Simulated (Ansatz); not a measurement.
# SiO2 (Stishovite): the cost of one run

Computed with Ansatz 0.2.0 (DFT PBE, scalar-relativistic, plane waves, PAW, unless a step's input says otherwise).

### 1 The starting structure

It takes space group P4_2/mnm (No. 136, tetragonal). The conventional cell has a = 4.177 Å, b = 4.177 Å, c = 2.665 Å, α = 90.00°, β = 90.00°, γ = 90.00°. Around Si (site symmetry mmm) lie 6 O at 1.76 to 1.81 Å. O (site symmetry m2m) is surrounded by 3 Si at 1.76 to 1.81 Å.

Coordinates:

```cif
data_structure
_symmetry_space_group_name_H-M 'P4_2/mnm'
_symmetry_Int_Tables_number 136
_cell_length_a 4.1773
_cell_length_b 4.1773
_cell_length_c 2.6652
_cell_angle_alpha 90.000
_cell_angle_beta 90.000
_cell_angle_gamma 90.000
_cell_volume 46.51
loop_
_atom_site_label
_atom_site_type_symbol
_atom_site_symmetry_multiplicity
_atom_site_Wyckoff_symbol
_atom_site_fract_x
_atom_site_fract_y
_atom_site_fract_z
_atom_site_occupancy
Si1 Si 2 a 0.00000 0.00000 0.00000 1
O1 O 4 f 0.30590 0.30590 0.00000 1
```

Source of the structure: the Crystallography Open Database.

(A quick probe on a coarse mesh, which set the mesh and smearing, is not shown.)

### 3 Rough relaxation on the coarse mesh

The input, input.yaml:

```yaml
crystal:
  lattice:
    - [4.1773, 0.0, 0.0]
    - [0.0, 4.1773, 0.0]
    - [0.0, 0.0, 2.6652]
  atoms:
    - { symbol: Si, position: [0.0, 0.0, 0.0] }
    - { symbol: Si, position: [0.5, 0.5, 0.5] }
    - { symbol: O, position: [0.3059, 0.3059, 0.0] }
    - { symbol: O, position: [0.1941, 0.8059, 0.5] }
    - { symbol: O, position: [0.6941, 0.6941, 0.0] }
    - { symbol: O, position: [0.8059, 0.1941, 0.5] }
basis:
  ecutwfc: 420
kpoints:
  mp_grid: { grid: [6, 6, 8] }
hamiltonian:
  xc: pbe
scf:
  occupations: { method: gaussian, width: 0.1 }
output:
  forces: true
  stress: true
  eigenvalues: true
relax:
  adjacent_minimum: "off"
  f_tol: 0.05
  max_steps: 80
  cell: { stress_tol: 0.5 }
```

Started as:

```
ansatz run input.yaml --threads 2 --pin off --max-ram 5120MiB --backend cpu --events-out ev --progress --plain --runs-dir out
```

**Question.** How long does this run take on 2 threads of Arm Neoverse V1, shared host, and how much memory does it need?

About 11 s, with a peak of 0.34 GiB.
